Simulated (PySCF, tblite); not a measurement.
# C6H11B2NS: geometry, infrared bands and NMR shifts

Wanted: the infrared bands and NMR shifts of C6H11B2NS (`CSC1=CB(N)C=CB1C`), by calculation.

The runs use tblite 0.8.0 and PySCF 2.14.0, with density-fitted response routines of our own; the level of theory stands in each step. All values are computed, except where a source is named. Atoms are numbered from 0 throughout.

**1. The molecule as given**

21 atoms, charge 0, multiplicity 1; geometry from: force field or distance geometry start.

Bonds of the start (Å): C0–S1 1.83, S1–C2 1.78, C2–C3 1.30, C3–B4 1.58, B4–N5 1.54, B4–C6 1.58, C6–C7 1.33, C7–B8 1.56, B8–C9 1.58, B8–C2 1.57, C0–H10 1.12, C0–H11 1.10, C0–H12 1.11, C3–H13 1.10, N5–H14 1.07, N5–H15 1.04, C6–H16 1.09, C7–H17 1.09, C9–H18 1.11, C9–H19 1.10, C9–H20 1.12.

**2. Geometry optimisation with GFN2-xTB**

Job settings and geometry (Å):

```
{"job": {"kind": "relax", "xc": "GFN2-xTB", "basis": "xTB"}, "charge": 0, "multiplicity": 1}
C      3.466400     0.288500     0.323700
S      2.019500     1.396900     0.122700
C      0.560800     0.397200    -0.101300
C      0.540000    -0.904700    -0.139400
B     -0.764000    -1.768700    -0.332900
N     -0.841900    -3.175400     0.278800
C     -2.107900    -0.966500    -0.528900
C     -2.148200     0.363900    -0.502800
B     -0.811000     1.132300    -0.292800
C     -0.887800     2.684100    -0.007700
H      3.446300    -0.450500    -0.519300
H      4.414900     0.840800     0.291100
H      3.293000    -0.280900     1.257000
H      1.496800    -1.425700    -0.001800
H     -1.021700    -2.978600     1.316200
H     -1.722100    -3.627900    -0.046700
H     -3.056200    -1.493500    -0.672500
H     -3.112600     0.845500    -0.639900
H     -0.097400     3.001600     0.707200
H     -0.806600     3.208400    -0.976200
H     -1.869300     2.930300     0.465200
```

The run is started by

```console
> OMP_NUM_THREADS=1 python probes_run.py task.json out
```

The driver reads the jobs from task.json and runs them one after another.

**Question.** This job is followed by: GFN2-xTB harmonic vibrations, gas phase; GIAO PBE0/pcSseg-1 NMR shielding, non-relativistic, gas phase. What will the session give for the following? strongest single infrared mode (GFN2-xTB); zero-point energy (GFN2-xTB); 13C shifts against TMS (PBE0/pcSseg-1); 1H shifts against TMS (PBE0/pcSseg-1, means over atoms taken as alike); 33S shifts against CS2 (PBE0/pcSseg-1); 11B shifts against BF3·OEt2 (PBE0/pcSseg-1); 15N shifts against NH3 (PBE0/pcSseg-1).

The runs gave:

```
                                                              quantity                                       value
                             strongest single infrared mode (GFN2-xTB)                       1383 cm⁻¹, 241 km/mol
                                          zero-point energy (GFN2-xTB)                              101.9 kcal/mol
                                13C shifts against TMS (PBE0/pcSseg-1)  172.4, 166.8, 161.0, 140.2, 18.5, 10.8 ppm
1H shifts against TMS (PBE0/pcSseg-1, means over atoms taken as alike)      7.59, 7.33, 6.22, 3.90, 2.24, 1.09 ppm
                                33S shifts against CS2 (PBE0/pcSseg-1)                                      68 ppm
                           11B shifts against BF3·OEt2 (PBE0/pcSseg-1)                              60.5, 26.8 ppm
                                15N shifts against NH3 (PBE0/pcSseg-1)                                   107.1 ppm
```

What this shows: Relaxing lowered the energy by 1.465 eV in 154 steps; the close pair that moved most is B4–N5, from 1.536 to 1.390 Å. No mode is imaginary among the 57: a minimum at this level. Unscaled tight-binding wavenumbers are off by several per cent, some by more. Its intensities can rank the bands wrongly. At PBE0/pcSseg-1: The largest span, 344 ppm, is at S1, where the paramagnetic term is -623 ppm.
